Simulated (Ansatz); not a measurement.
# InSe: the cost of one run

Method: DFT LDA, spin-orbit coupling, plane waves, PAW, and further levels as typed in the inputs, in Ansatz 0.2.0.

## 1. The starting structure

The structure is hexagonal, space group P6_3/mmc (No. 194). Conventional cell: a = 4.042 Å, b = 4.042 Å, c = 17.428 Å, α = 90.00°, β = 90.00°, γ = 120.00°. In (site symmetry 3m) is surrounded by 3 Se at 2.65 Å and 1 In at 2.80 Å. Se (site symmetry 3m) has 3 In at 2.65 Å as nearest neighbours.

Structure file:

```
In Se
1.0
     4.04173    0.00000    0.00000
    -2.02087    3.50024    0.00000
     0.00000    0.00000   17.42844
In Se
4 4
Direct
  0.33333 0.66667 0.33030
  0.66667 0.33333 0.83030
  0.66667 0.33333 0.66970
  0.33333 0.66667 0.16970
  0.33333 0.66667 0.59732
  0.66667 0.33333 0.09732
  0.66667 0.33333 0.40268
  0.33333 0.66667 0.90268
```

The structure rests on an entry of the Materials Project (structure only); cell or positions may have been set otherwise for this series.

## 2. Single point: InSe

File input.yaml:

```yaml
crystal:
  lattice:
    - [4.0417341675, 0.0, 0.0]
    - [-2.0208670837, 3.5002444644, 0.0]
    - [0.0, 0.0, 17.4284434]
  atoms:
    - { symbol: In, position: [0.3333333333, 0.6666666667, 0.33030396] }
    - { symbol: In, position: [0.6666666667, 0.3333333333, 0.83030396] }
    - { symbol: In, position: [0.6666666667, 0.3333333333, 0.66969604] }
    - { symbol: In, position: [0.3333333333, 0.6666666667, 0.16969604] }
    - { symbol: Se, position: [0.3333333333, 0.6666666667, 0.59732476] }
    - { symbol: Se, position: [0.6666666667, 0.3333333333, 0.09732476] }
    - { symbol: Se, position: [0.6666666667, 0.3333333333, 0.40267524] }
    - { symbol: Se, position: [0.3333333333, 0.6666666667, 0.90267524] }
scf:
  occupations: { method: fixed }
output:
  forces: false
  stress: false
  eigenvalues: true
  eigenstates:
    kpoints:
      - [0, 0, 0]
      - [0.01, 0, 0]
      - [0.02, 0, 0]
      - [0.03, 0, 0]
      - [0, 0, 0.05]
      - [0, 0, 0.1]
      - [0, 0, 0.15]
      - [0, 0, 0.5]
    e_range: [-2, 4]
  write_density: true
  write_potential: true
  elf: true
  volumetric_format: npy
kpoints:
  mp_grid: { grid: [12, 12, 3] }
hamiltonian:
  xc: lda
magnetization:
  noncollinear: true
  spin_orbit: true
```

On the command line:

```console
$ ansatz run input.yaml --threads 8 --pin off --max-ram 22528MiB --backend cpu --events-out ev --progress --plain --runs-dir out
```

**Question.** How long does this run take on 8 threads of AMD EPYC 9R45 (Zen 5), shared host, and how much memory does it need?

About 24 s, with a peak of 4.5 GiB.
